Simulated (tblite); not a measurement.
# C6H12O2Si: the cost of one run

The runs use tblite 0.8.0 and PySCF 2.14.0, with density-fitted response routines of our own; the level of theory stands in each step. All values are computed, except where a source is named. Atoms count from 0, in the outputs and in this text.

### Step 1. The starting structure

21 atoms, charge 0, multiplicity 1; geometry from: force field or distance geometry start.

Bonds of the start (Å): C0–O1 1.35, O1–C2 1.32, C2–C3 1.50, C3–C4 1.50, C4–C5 1.54, C5–Si6 1.87, C5–C7 1.46, C7–O8 1.24, C5–C3 1.48, C0–H9 1.10, C0–H10 1.13, C0–H11 1.12, C2–H12 1.12, C2–H13 1.13, C3–H14 1.14, C4–H15 1.09, C4–H16 1.13, Si6–H17 1.46, Si6–H18 1.46, Si6–H19 1.48, C7–H20 1.07.

### Step 2. Geometry optimisation with GFN2-xTB

What the job is given:

```
{"job": {"kind": "relax", "xc": "GFN2-xTB", "basis": "xTB"}, "charge": 0, "multiplicity": 1}
C      2.838700    -0.337500     0.123300
O      2.312400     0.676600     0.833300
C      1.112600     1.207900     0.679100
C     -0.004300     0.222400     0.820700
C      0.023400    -0.900900    -0.179900
C     -1.167400     0.072200    -0.085600
Si    -2.697900    -0.834800     0.483300
C     -1.364100     1.110600    -1.093200
O     -2.427800     1.061900    -1.734900
H      2.346500    -1.314900     0.167700
H      3.880800    -0.524800     0.509700
H      3.012700    -0.098600    -0.956300
H      0.974600     1.714700    -0.314500
H      0.979100     2.067600     1.394400
H     -0.211400    -0.066000     1.907400
H     -0.132600    -1.899700     0.226600
H      0.549600    -0.759500    -1.168400
H     -3.793700    -0.609500    -0.460300
H     -2.428900    -2.269700     0.520300
H     -3.100900    -0.417400     1.840500
H     -0.710200     1.916300    -1.359000
```

Launch:

```
OMP_NUM_THREADS=1 python probes_run.py task.json out
```

One launch serves the whole session: the jobs run in the order shown.

Q: Estimate the wall time and peak memory of this first job on 1 thread of Arm Neoverse N1, shared host.

About 1.9 s, with a peak of 0.18 GiB.
